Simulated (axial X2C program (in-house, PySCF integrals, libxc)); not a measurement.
# Linear BrSeBr⁻ at several levels

The task here is to estimate one member of a computed series from the others.

The runs use an in-house X2C program for linear molecules on PySCF integrals; all-electron X2C, two-component (2c) or spin-free, Br dyall-av3z, Se dyall-v3z.

All values are calculated.

2 further runs of the same task are left out: 2 set aside as unsound or not needed.

The first run:

Input file task.json:

```json
{"zs": [35, 34, 35], "q": -1, "bas": ["dyall-av3z", "dyall-v3z", "dyall-av3z"], "r0": [2.3, 2.3], "symm": 1, "scan": ["PBE0", "HF", "TPSSh"], "levels": ["PBE0", "HF", "r2SCAN"], "nst": 2}
```

Keys: zs atomic numbers; q charge; bas basis sets; r0 starting distance in Å; symm equal bonds; scan levels of the two-bond scan (MP2 follows by itself at each HF point); levels methods; nst determinants followed.

Started as:

```console
python solin.py task.json out
```

Masses Br 78.918, Se 79.917, Br 78.918 u.

Steps of the session up to this table: Scan at PBE0, 2c; Scan at HF, 2c; Scan at TPSSh, 2c.

One of the session's tables, all rows but one given; the rest of the session is left out.

```
           level  r(Br–Se) (Å)  r(Se–Br) (Å)  lower stretch (cm⁻¹)  upper stretch (cm⁻¹)
        PBE0, 2c         2.558         2.558                 160.7                 180.8
          HF, 2c         2.615         2.615                  96.3                 161.6
       TPSSh, 2c         2.575         2.575                 157.7                 179.0
         MP2, 2c         2.563         2.563                 163.6                 178.2
 PBE0, spin-free         2.557         2.557                 161.1                 180.9
   HF, spin-free         2.613         2.613                  95.7                 162.4
TPSSh, spin-free         2.574         2.574                 158.1                 179.2
  MP2, spin-free             ?             ?                     ?                     ?
```

Q: Estimate the row for MP2, spin-free from the others.

**Answer.** r(Br–Se) (Å): 2.562; r(Se–Br) (Å): 2.562; lower stretch (cm⁻¹): 163.6; upper stretch (cm⁻¹): 178.2. In the column «r(Br–Se) (Å)» it lies between PBE0, 2c (2.558) and MP2, 2c (2.563).

Scans not shown above were run alike.

Caveats from the session: For an anion the highest level of a functional can be positive, and the basis then holds the extra electron. The molecule was held linear; bending was not examined, so a bent shape may lie lower. Note: functional without a current term on a determinant with orbital currents, of the molecule or an atom.
